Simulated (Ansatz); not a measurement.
Runs of Ansatz 0.2.0 on BiTe. Symmetry: Fm-3m, No. 225, cubic system. The conventional cell has a = 6.470 Å, b = 6.470 Å, c = 6.470 Å, α = 90.00°, β = 90.00°, γ = 90.00°. Bi (site symmetry m-3m) has 6 Te at 3.23 to 3.24 Å as nearest neighbours. Te (site symmetry m-3m) has 6 Bi at 3.23 to 3.24 Å as nearest neighbours. 

| task | level | potentials or basis | spin | cell | k mesh | cutoff (eV) | smearing | other keys | mesh quality | gap on the mesh (eV) | pressure (GPa) |
| --- | --- | --- | --- | --- | --- | --- | --- | --- | --- | --- | --- |
| electric field gradients | B3LYP | Ansatz PAW | off | as given | 4 × 4 × 4 | 420 | fermi-dirac 0.1 eV | - | coarse | none | 2.1 |
| ladder of functionals | m-r2SCAN | Ansatz PAW earlier set | off | volume scaled by 0.96 | 7 × 7 × 7 | 640 | gaussian 0.15 eV | - | not flagged | none | (a) |
| density of states | LC-wPBE+D4 | Ansatz PAW | non-collinear, program default start, SOC | volume scaled by 0.96 | 4 × 4 × 4 | 420 | methfessel-paxton 0.05 eV | scf.lower_state_search = light | coarse | none | (b) |
| density of states | PBE0 | Ansatz PAW | SOC, no magnetisation | as given | 4 × 4 × 4 | 420 | fermi-dirac 0.15 eV | - | coarse | none | 0.5 |
| projected density of states | LDA | JTH PAW LDA | off | as given | 7 × 7 × 7 | 1800 | methfessel-paxton 0.15 eV | - | not flagged | none | -2.7 |

Task: Fill in the values left out.

Result: (a) 2.4; (b) -1.7.

Caveats: some runs use coarse meshes; the PAW data sets come from PBE, with cores solved anew for the run's functional, which leaves a small shift of forces and pressure (some runs); spin-orbit coupling is left out, which moves the levels of the heavy elements (some runs); the thresholds are loose for stress (some runs); moments are unreliable in this version under spin-orbit coupling with a hybrid or U, so they aren't listed (some runs); pairwise dispersion overbinds metals, which lowers pressure and volume (some runs); the dispersion damping was fitted for another functional or another form of the correction (some runs).

A k mesh can miss the band edges, and rows without SOC leave out spin-orbit coupling on Bi, Te.

A gap of «none» marks a metal or a gap under the smearing width.

The runs don't all hold the same shells in valence.

Runs at the PBE level aren't shown here.
